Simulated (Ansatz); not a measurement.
# CsN: the cost of one run

Program: Ansatz 0.2.0. Level of theory: DFT PBE, scalar-relativistic, plane waves, PAW. These are calculated values, not measurements.

### 1 Starting point

Symmetry: P-6m2, No. 187, hexagonal system. The conventional cell has a = 4.389 Å, b = 4.389 Å, c = 4.228 Å, α = 90.00°, β = 90.00°, γ = 120.00°. Cs (site symmetry -6m2) is surrounded by 6 N at 3.30 Å. N (site symmetry -6m2) is surrounded by 6 Cs at 3.30 Å.

Structure file:

```xyz
2
Lattice="4.3890 0.0000 0.0000 -2.1945 3.8010 0.0000 0.0000 0.0000 4.2280" Properties=species:S:1:pos:R:3 pbc="T T T"
Cs    2.1945    1.2670    2.1140
N     0.0000    0.0000    0.0000
```

Recipe of the guess: close-packed anion layers stacked A|A, with sites between them filled layer by layer (P-6m2, No. 187). The dimensions are guesses.

### 2 Probe: one point on a coarse mesh

Input file input.yaml:

```yaml
crystal:
  lattice:
    - [4.389, 0.0, 0.0]
    - [-2.1945, 3.8009855, 0.0]
    - [0.0, 0.0, 4.22795128]
  atoms:
    - { symbol: Cs, position: [0.66666667, 0.33333333, 0.5] }
    - { symbol: "N", position: [0.0, 0.0, 0.0] }
basis:
  ecutwfc: 420
kpoints:
  mp_grid: { grid: [6, 6, 4] }
hamiltonian:
  xc: pbe
scf:
  occupations: { method: gaussian, width: 0.1 }
  lower_state_search: "off"
output:
  forces: true
  stress: true
  eigenvalues: true
```

Command:

```console
> ansatz run input.yaml --threads 1 --pin off --max-ram 2048MiB --backend cpu --events-out ev --progress --plain --runs-dir out
```

Q: Estimate wall time and peak memory on 1 thread of Arm Neoverse V2, shared host.

About 1.7 s, with a peak of 0.3 GiB.
